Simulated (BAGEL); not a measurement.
**Si2H3F3 (SMILES F[Si](F)(F)[SiH3]): HF/cc-pVDZ (density fitting with qzvpp-jkfit)**

Aim: the vertical ionisation energy of Si2H3F3 at HF/cc-pVDZ (density fitting with qzvpp-jkfit), from 2 runs. 

The results are computed with BAGEL 1.2.2.

13 further runs of the same task are left out: 1 that didn't finish, 12 set aside as unsound or not needed.

### 1 The system as given

Si2H3F3: 8 atoms, total charge 0, spin state singlet. As SMILES, `F[Si](F)(F)[SiH3]`. The shape is that of a PBE0-D4/def2-TZVP optimisation.

Bond lengths: F1–Si2 1.582 Å, Si2–F3 1.582 Å, Si2–F4 1.582 Å, Si2–Si5 2.328 Å, Si5–H6 1.484 Å, Si5–H7 1.484 Å, Si5–H8 1.484 Å. Some angles: F1–Si2–F3 107.0°, F1–Si2–F4 107.0°, F1–Si2–Si5 111.9°, F3–Si2–F4 107.0°, F3–Si2–Si5 111.9°, F4–Si2–Si5 111.9°, Si2–Si5–H6 108.7°, Si2–Si5–H7 108.7°, Si2–Si5–H8 108.7°, H6–Si5–H7 110.2°.

### 2 A single-point energy at HF/cc-pVDZ (density fitting with qzvpp-jkfit)

calc.json

```json
{ "bagel": [

{
  "title": "molecule",
  "basis": "cc-pvdz.json",
  "df_basis": "qzvpp-jkfit",
  "angstrom": true,
  "geometry": [
    { "atom": "F", "xyz": [    1.310500,   -1.060500,    1.504800 ] },
    { "atom": "Si", "xyz": [    0.534400,   -0.990500,    0.128500 ] },
    { "atom": "F", "xyz": [   -0.479300,   -2.204500,    0.107900 ] },
    { "atom": "F", "xyz": [    1.595600,   -1.255900,   -1.013900 ] },
    { "atom": "Si", "xyz": [   -0.550700,    1.050400,   -0.152600 ] },
    { "atom": "H", "xyz": [   -1.525600,    1.227900,    0.951900 ] },
    { "atom": "H", "xyz": [    0.460600,    2.135800,   -0.122800 ] },
    { "atom": "H", "xyz": [   -1.253300,    1.040400,   -1.459500 ] }
  ]
},
{ "title": "hf" },
{ "title": "print", "file": "orbitals.molden", "orbitals": true }

]}
```

The basis set cc-pVDZ is read from a file made from the Basis Set Exchange's data (not shown).

On the command line:

```sh
$ BAGEL_NUM_THREADS=1 BAGEL calc.json > calc.out
```

Standard output:

```text
* using 1 threads per process

  ===============================================================
  ===============================================================

  *** Geometry ***

  { "atom" : "F", "xyz" : [      2.476486,     -2.004055,      2.843660 ] },
  { "atom" : "Si", "xyz" : [      1.009870,     -1.871774,      0.242830 ] },
  { "atom" : "F", "xyz" : [     -0.905746,     -4.165901,      0.203901 ] },
  { "atom" : "F", "xyz" : [      3.015247,     -2.373307,     -1.915993 ] },
  { "atom" : "Si", "xyz" : [     -1.040672,      1.984968,     -0.288372 ] },
  { "atom" : "H", "xyz" : [     -2.882966,      2.320395,      1.798830 ] },
  { "atom" : "H", "xyz" : [      0.870408,      4.036077,     -0.232058 ] },
  { "atom" : "H", "xyz" : [     -2.368394,      1.966071,     -2.758055 ] },

  Number of auxiliary basis functions:      541

  Since a DF basis is specified, we compute 2- and 3-index integrals:
    o Being stored without compression. Storage requirement is 0.037 GB

  Number of basis functions:       93
  Number of electrons      :       58

    * METHOD: MOLECULE                             0.30

  *** RHF ***

  === Nuclear Repulsion ===
   316.5165101829

      * DIIS with orbital gradients will be used.

  === RHF iteration (cc-pvdz.json) ===
      0       -877.82345603          0.01477183           0.09
      1       -878.01043680          0.00975904           0.09
      2       -878.10783258          0.00111018           0.10
      3       -878.10944525          0.00017500           0.10
      4       -878.10948077          0.00003890           0.11
      5       -878.10948337          0.00000684           0.08
      6       -878.10948347          0.00000139           0.08
      7       -878.10948348          0.00000023           0.09
      8       -878.10948348          0.00000009           0.09
      9       -878.10948348          0.00000003           0.08
     10       -878.10948348          0.00000001           0.09
    * SCF iteration converged.

    * Permanent dipole moment:
           (    0.447560,    -0.842244,     0.115846) a.u.

    * METHOD: HF                                   1.18

    * METHOD: PRINT                                0.01

  ===============================================================
```

Run time: 1.8 s. Hardware: 1 thread of Intel Xeon 6975P-C (Granite Rapids), shared host; peak memory 0.15 GiB.

### 3 The doublet cation, same level

job.json

```json
{ "bagel": [

{
  "title": "molecule",
  "basis": "cc-pvdz.json",
  "df_basis": "qzvpp-jkfit",
  "angstrom": true,
  "geometry": [
    { "atom": "F", "xyz": [    1.310500,   -1.060500,    1.504800 ] },
    { "atom": "Si", "xyz": [    0.534400,   -0.990500,    0.128500 ] },
    { "atom": "F", "xyz": [   -0.479300,   -2.204500,    0.107900 ] },
    { "atom": "F", "xyz": [    1.595600,   -1.255900,   -1.013900 ] },
    { "atom": "Si", "xyz": [   -0.550700,    1.050400,   -0.152600 ] },
    { "atom": "H", "xyz": [   -1.525600,    1.227900,    0.951900 ] },
    { "atom": "H", "xyz": [    0.460600,    2.135800,   -0.122800 ] },
    { "atom": "H", "xyz": [   -1.253300,    1.040400,   -1.459500 ] }
  ]
},
{ "title": "uhf", "charge": 1, "nopen": 1 },
{ "title": "print", "file": "orbitals.molden", "orbitals": true }

]}
```

The basis set cc-pVDZ is read from a file made from the Basis Set Exchange's data (not shown).

On the command line:

```sh
$ BAGEL_NUM_THREADS=1 BAGEL job.json > job.out
```

Standard output:

```text
* using 1 threads per process

  ===============================================================
  ===============================================================

  *** Geometry ***

  { "atom" : "F", "xyz" : [      2.476486,     -2.004055,      2.843660 ] },
  { "atom" : "Si", "xyz" : [      1.009870,     -1.871774,      0.242830 ] },
  { "atom" : "F", "xyz" : [     -0.905746,     -4.165901,      0.203901 ] },
  { "atom" : "F", "xyz" : [      3.015247,     -2.373307,     -1.915993 ] },
  { "atom" : "Si", "xyz" : [     -1.040672,      1.984968,     -0.288372 ] },
  { "atom" : "H", "xyz" : [     -2.882966,      2.320395,      1.798830 ] },
  { "atom" : "H", "xyz" : [      0.870408,      4.036077,     -0.232058 ] },
  { "atom" : "H", "xyz" : [     -2.368394,      1.966071,     -2.758055 ] },

  Number of auxiliary basis functions:      541

  Since a DF basis is specified, we compute 2- and 3-index integrals:
    o Being stored without compression. Storage requirement is 0.037 GB

  Number of basis functions:       93
  Number of electrons      :       58

    * METHOD: MOLECULE                             0.21

  *** Open-shell HF ***

  === Nuclear Repulsion ===
   316.5165101829

      * DIIS with orbital gradients will be used.

  === UHF iteration (cc-pvdz.json) ===
      0       -877.38248732          0.03050399           0.18
      1       -877.56569161          0.02244351           0.17
      2       -877.63726340          0.01384665           0.18
      3       -877.68776444          0.00096577           0.20
      4       -877.68828599          0.00022689           0.18
      5       -877.68831286          0.00007883           0.17
      6       -877.68831804          0.00001946           0.18
      7       -877.68831876          0.00000459           0.18
      8       -877.68831886          0.00000149           0.18
      9       -877.68831888          0.00000091           0.19
     10       -877.68831889          0.00000047           0.17
     11       -877.68831889          0.00000015           0.18
     12       -877.68831889          0.00000007           0.18
     13       -877.68831889          0.00000003           0.18
     14       -877.68831889          0.00000002           0.18
     15       -877.68831889          0.00000001           0.17
    * SCF iteration converged.

    * S^2 (UHF) is 0.7577

    * Permanent dipole moment:
           (    1.304641,    -2.454282,     0.337880) a.u.

    * METHOD: UHF                                  3.03

    * METHOD: PRINT                                0.01

  ===============================================================
```

It took 3.6 s on 1 thread of Intel Xeon 6975P-C (Granite Rapids), shared host; peak memory 0.15 GiB.

### 4 What came out

Level: HF/cc-pVDZ (density fitting with qzvpp-jkfit).

| quantity | value |
| --- | --- |
| singlet Si2H3F3: total energy | -878.10948 Eh |
| singlet Si2H3F3: dipole moment | 2.44 D |
| singlet Si2H3F3: HOMO energy | -12.56 eV |
| singlet Si2H3F3: LUMO energy | 3.23 eV |
| singlet Si2H3F3: HOMO–LUMO gap | 15.79 eV |
| doublet cation: total energy | -877.68832 Eh |
| doublet cation: ⟨S²⟩ | 0.758 |
| vertical ionisation energy (to the doublet cation) | 11.460 eV |

What this shows: The vertical ionisation energy comes to 11.46 eV (1106 kJ/mol). The negative HOMO energy of the first species, 12.56 eV, lies 1.09 eV above that difference.
